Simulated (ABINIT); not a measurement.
ZnH:

```xyz
2
Lattice="0.0000 2.3347 2.3347 2.3347 0.0000 2.3347 2.3347 2.3347 0.0000" Properties=species:S:1:pos:R:3 pbc="T T T"
Zn    0.0000    0.0000    0.0000
H     1.1674    1.1674    1.1674
```

The cell was built by a generator and needn't be a form met in nature.

| Item | Value |
| --- | --- |
| Program | ABINIT 10.8.3 (patched build) |
| Task | relaxation of cell and atoms |
| Functional | PBE |
| Potentials or basis | JTH PAW PBE v2.0 |
| Cutoff | 816 eV |
| k mesh | 10 × 10 × 10 |
| Occupations | fermi-dirac, width 0.05 eV |
| Spin | no spin polarisation |

At the start: pressure -5.4 GPa; volume 12.73 Å³/atom.

Q: Where does the relaxation end?

A: Over 15 steps the energy falls by 34.8 meV/atom and the volume is 10.91 Å³/atom (-14.3 %); space group F-43m (No. 216, to 0.05 Å).

The path:
```tsv
step	energy change (eV)	largest force (eV/Å)	pressure (GPa)	volume (Å³)
1	0.0000	0.0000	-5.40	25.45
2	-0.0135	0.0000	-4.99	25.03
3	6.7350	0.0000	395.14	8.65
4	-0.0551	0.0000	-2.86	23.37
5	-0.0555	0.0000	-2.83	23.35
6	0.3387	0.0000	30.57	16.06
7	-0.0592	0.0000	-2.47	23.12
8	-0.0608	0.0000	-2.29	23.02
9	0.2120	0.0000	23.23	16.82
10	-0.0667	0.0000	-1.38	22.50
11	-0.0671	0.0000	-1.28	22.45
12	-0.0090	0.0000	8.32	19.19
13	-0.0689	0.0000	-0.73	22.17
14	-0.0690	0.0000	-0.66	22.14
15	-0.0697	0.0000	0.01	21.82
```

Final structure:
```cif
data_structure
_symmetry_space_group_name_H-M 'P 1'
_symmetry_Int_Tables_number 1
_cell_length_a 3.1367
_cell_length_b 3.1367
_cell_length_c 3.1367
_cell_angle_alpha 60.000
_cell_angle_beta 60.000
_cell_angle_gamma 60.000
_cell_volume 21.82
loop_
_atom_site_label
_atom_site_type_symbol
_atom_site_fract_x
_atom_site_fract_y
_atom_site_fract_z
_atom_site_occupancy
Zn1 Zn 0.00000 0.00000 0.00000 1
H1 H 0.25000 0.25000 0.25000 1
```

Caveat: the atomic spheres overlap.
